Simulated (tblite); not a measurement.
# C5H12OSi2: the cost of one run

Computed with tblite 0.8.0 and PySCF 2.14.0, with density-fitted response routines of our own, on a single molecule, in the gas phase or a continuum. Atoms are numbered from 0 throughout.

### 1 The molecule as given

20 atoms, charge 0, multiplicity 1; geometry from: force field or distance geometry start.

Bonds of the start (Å): C0–C1 1.33, C1–Si2 1.84, Si2–O3 1.69, O3–Si4 1.72, Si2–C5 1.85, C5–C6 1.51, C6–C7 1.53, C7–Si2 1.83, C0–H8 1.09, C0–H9 1.10, C1–H10 1.09, Si4–H11 1.48, Si4–H12 1.49, Si4–H13 1.45, C5–H14 1.12, C5–H15 1.10, C6–H16 1.10, C6–H17 1.11, C7–H18 1.10, C7–H19 1.12.

### 2 Relaxing the molecule with GFN2-xTB

The job: settings as JSON, then the geometry in Å.

```
{"job": {"kind": "relax", "xc": "GFN2-xTB", "basis": "xTB"}, "charge": 0, "multiplicity": 1}
C     -0.910900     2.765500    -0.191600
C     -0.218700     1.861900    -0.870000
Si     0.100300     0.251000    -0.034100
O      1.532500     0.145300     0.859000
Si     2.712300    -0.485500    -0.224200
C     -1.461900    -0.332900     0.777000
C     -0.958000    -1.734700     0.548200
C     -0.530400    -1.267100    -0.840100
H     -1.149900     3.747700    -0.590600
H     -1.279200     2.510400     0.809400
H      0.159100     2.077700    -1.869100
H      2.163600    -1.786300    -0.671900
H      2.763600     0.486700    -1.347900
H      4.018100    -0.643700     0.395900
H     -1.523000     0.005700     1.837600
H     -2.345200    -0.080100     0.165900
H     -0.094500    -1.978200     1.177200
H     -1.750900    -2.498600     0.453800
H      0.193600    -1.943100    -1.310300
H     -1.425700    -1.090900    -1.487000
```

On the command line:

```console
$ OMP_NUM_THREADS=1 python probes_run.py task.json out
```

This one command runs all jobs of the session in turn.

Q: Estimate the wall time and peak memory of this first job on 1 thread of Arm Neoverse V2, shared host.

About 1.3 s, with a peak of 0.18 GiB.
